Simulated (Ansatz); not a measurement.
**C₂H₄OSe: up Jacob's ladder to CCSD(T)**

The task here is to estimate one member of a computed series from the others.

Computed with Ansatz 0.2.0, Gaussian basis. Level: functionals in def2-TZVPP, the program's frozen cores in correlated methods.

Levels to be run: LDA (SPW92), PBE-D4, revPBE-D4, BLYP-D4, r2SCAN-D4, B97M-V, PBE0-D4, B3LYP-D4, r2SCANh-D4, r2SCAN0-D4, HSE06-D4, BHLYP-D4, CAM-B3LYP-D4, LC-ωPBE, ωB97X-V, ωB97M-V, B2PLYP, PBE-QIDH; CCSD(T)/def2-SVP; CCSD(T)/def2-TZVPP; MP2/def2-QZVPP; extrapolation to the limit; RPA on PBE.

### Structure used throughout

All runs share one geometry, relaxed beforehand with PBE0-D4 in a triple-zeta def2 set.

SMILES `CC(=O)[SeH]`, 8 atoms, charge 0, spin multiplicity 1.

Atoms are counted from 1 here; the program's logs count them from 0.

Bond lengths: C1–C2 1.500 Å, C1–H5 1.090 Å, C1–H6 1.092 Å, C1–H7 1.092 Å, C2–O3 1.192 Å, C2–Se4 1.953 Å, Se4–H8 1.469 Å. Angles: C2–C1–H5 109.1°, C2–C1–H6 110.0°, C2–C1–H7 110.0°, H5–C1–H6 110.0°, H5–C1–H7 110.0°, H6–C1–H7 107.8°, C1–C2–O3 124.9°, C1–C2–Se4 116.4°, O3–C2–Se4 118.7°, C2–Se4–H8 95.8°.

Geometry (Å):

```xyz
8
C2H4OSe
C     0.4580    0.7329    0.0347
C     0.0730   -0.5340   -0.6704
O     0.4900   -0.8779   -1.7331
Se   -1.2101   -1.6833    0.2499
H     1.1712    1.2802   -0.5811
H    -0.4287    1.3444    0.2128
H     0.9036    0.5000    1.0039
H    -1.3648   -0.8194    1.4274
```

Set-up of the first run:

in.yaml reads:

```yaml
crystal:
  periodic: [false, false, false]
  atoms:
    - {symbol: C, position_ang: [0.458039, 0.732878, 0.034697]}
    - {symbol: C, position_ang: [0.073022, -0.534002, -0.670417]}
    - {symbol: O, position_ang: [0.490008, -0.877860, -1.733059]}
    - {symbol: Se, position_ang: [-1.210136, -1.683284, 0.249866]}
    - {symbol: H, position_ang: [1.171204, 1.280219, -0.581113]}
    - {symbol: H, position_ang: [-0.428677, 1.344428, 0.212788]}
    - {symbol: H, position_ang: [0.903587, 0.500001, 1.003893]}
    - {symbol: H, position_ang: [-1.364847, -0.819381, 1.427444]}
basis:
  gaussian: {orbitals: def2-TZVPP}
hamiltonian: {xc: lda}
output: {orbitals: {seedname: orbitals}}
```

Run with:

```sh
$ ansatz run in.yaml --threads 2 --pin off --events-out ev --progress --plain --max-ram 4352MiB
```

Among the steps run: LDA; PBE-D4 (GGA); revPBE-D4 (GGA); BLYP-D4 (GGA); r2SCAN-D4 (meta-GGA); B97M-V (meta-GGA); PBE0-D4 (hybrid); B3LYP-D4 (hybrid); r2SCANh-D4 (hybrid); r2SCAN0-D4 (hybrid); HSE06-D4 (hybrid); BHLYP-D4 (hybrid); CAM-B3LYP-D4 (range-separated); LC-ωPBE (range-separated); ωB97X-V (range-separated); ωB97M-V (range-separated); B2PLYP (double hybrid); PBE-QIDH (double hybrid).

One table of the session follows, with a row left open; its other results are not shown here.

It belongs to the step «Frontier levels by functional». 

```
  functional  HOMO (eV)  gap (eV)
 LDA (SPW92)      -6.37      4.30
      PBE-D4      -6.20      4.36
   revPBE-D4      -6.14      4.39
     BLYP-D4      -6.04      4.34
   r2SCAN-D4      -6.48      4.86
      B97M-V      -6.52      5.04
     PBE0-D4      -7.34      6.60
    B3LYP-D4      -7.12      6.12
  r2SCANh-D4      -6.90      5.68
  r2SCAN0-D4      -7.53      6.91
    HSE06-D4      -6.95      5.81
    BHLYP-D4      -8.36      8.86
CAM-B3LYP-D4      -8.64      9.10
     LC-ωPBE          ?         ?
     ωB97X-V      -9.64     11.24
     ωB97M-V      -9.50     11.03
```

Q: Estimate the row for LC-ωPBE from the others.

The run gave: HOMO (eV): -9.99; gap (eV): 11.65. In the column «HOMO (eV)» it is the lowest.
